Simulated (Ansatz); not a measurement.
# CdAg: pressure up to the limit of the methods

An exercise on one series of results from a longer session: the logs are not shown, and one member is left open.

Program: Ansatz 0.2.0. Level of theory: DFT PBEsol, with the methods named in each step. These are calculated values, not measurements.

## Starting point

It takes space group Cmmm (No. 65, orthorhombic). Conventional cell: a = 3.361 Å, b = 4.799 Å, c = 4.693 Å, α = 90.00°, β = 90.00°, γ = 90.00°. Cd (site symmetry mmm) has 4 Ag at 2.89 Å and 4 Cd at 2.93 Å as nearest neighbours. Around Ag (site symmetry mmm) lie 4 Cd at 2.89 Å and 4 Ag at 2.93 Å.

Structure file:

```cif
data_structure
_symmetry_space_group_name_H-M 'Cmmm'
_symmetry_Int_Tables_number 65
_cell_length_a 3.3612
_cell_length_b 4.7986
_cell_length_c 4.6934
_cell_angle_alpha 90.000
_cell_angle_beta 90.000
_cell_angle_gamma 90.000
_cell_volume 75.70
loop_
_atom_site_label
_atom_site_type_symbol
_atom_site_symmetry_multiplicity
_atom_site_Wyckoff_symbol
_atom_site_fract_x
_atom_site_fract_y
_atom_site_fract_z
_atom_site_occupancy
Cd1 Cd 2 c 0.50000 0.00000 0.50000 1
Ag1 Ag 2 a 0.00000 0.00000 0.00000 1
```

The file gives the conventional cell by its symmetry; the runs use the cell typed in the input.

Whether this phase is the stable one at these pressures isn't tested.

Atoms are numbered in the order of the input: Cd1, Ag2.

The first run:

The input, input.yaml:

```yaml
crystal:
  lattice:
    - [1.6806216, -2.39927887, 0.0]
    - [1.6806216, 2.39927887, 0.0]
    - [0.0, 0.0, 4.69335226]
  atoms:
    - { symbol: Cd, position: [0.5, 0.5, 0.5] }
    - { symbol: Ag, position: [0.0, 0.0, 0.0] }
kpoints:
  mp_grid: { grid: [13, 13, 8] }
  band_path:
    path:
      - [0.0, 0.0, 0.0]
      - [-0.5, 0.5, 0.0]
      - [-0.3726643698, 0.6273356302, 0.0]
      - [0.3726643698, 0.3726643698, 0.0]
      - [0.0, 0.0, 0.0]
      - [0.0, 0.0, 0.5]
      - [0.3726643698, 0.3726643698, 0.5]
      - [-0.3726643698, 0.6273356302, 0.5]
      - [-0.5, 0.5, 0.5]
    npoints: 14
scf:
  occupations: { method: fermi_dirac, width: 0.05 }
hamiltonian:
  xc: pbesol
  pseudopotentials: { kind: all_electron, lapw: { basis_error: 0.001 } }
output:
  forces: true
  stress: true
  eigenvalues: true
  populations: true
```

Launch:

```
$ ansatz run input.yaml --threads 1 --pin off --max-ram 2048MiB --backend cpu --events-out ev --progress --plain --runs-dir out
```

Among the steps run: The reference volume, LAPW; Volume scaled by 1, crystal datasets; Volume scaled by 0.9, LAPW; Volume scaled by 0.85, LAPW; Volume scaled by 0.6, LAPW; Volume scaled by 0.6, crystal datasets.

One of the session's tables, all rows but one given; the rest of the session is left out.

```
          method  volume over the first  volume (Å³/atom)  pressure (GPa)
            LAPW                      1            18.925           -3.35
            LAPW                    0.9            17.032            7.44
            LAPW                   0.85                 ?               ?
            LAPW                    0.6            11.355          163.28
             PAW                      1            18.925           -3.34
             PAW                    0.9            17.032            7.47
             PAW                   0.85            16.086           16.40
             PAW                    0.6            11.355          163.25
crystal datasets                      1            18.925           -3.35
crystal datasets                    0.6            11.355          163.28
```

**Question.** Estimate the row for LAPW, 0.85.

The run gave: volume (Å³/atom): 16.086; pressure (GPa): 16.37.

Limits of these values: Warnings in the runs' records: gradients without spin orbit, crystal datasets made.
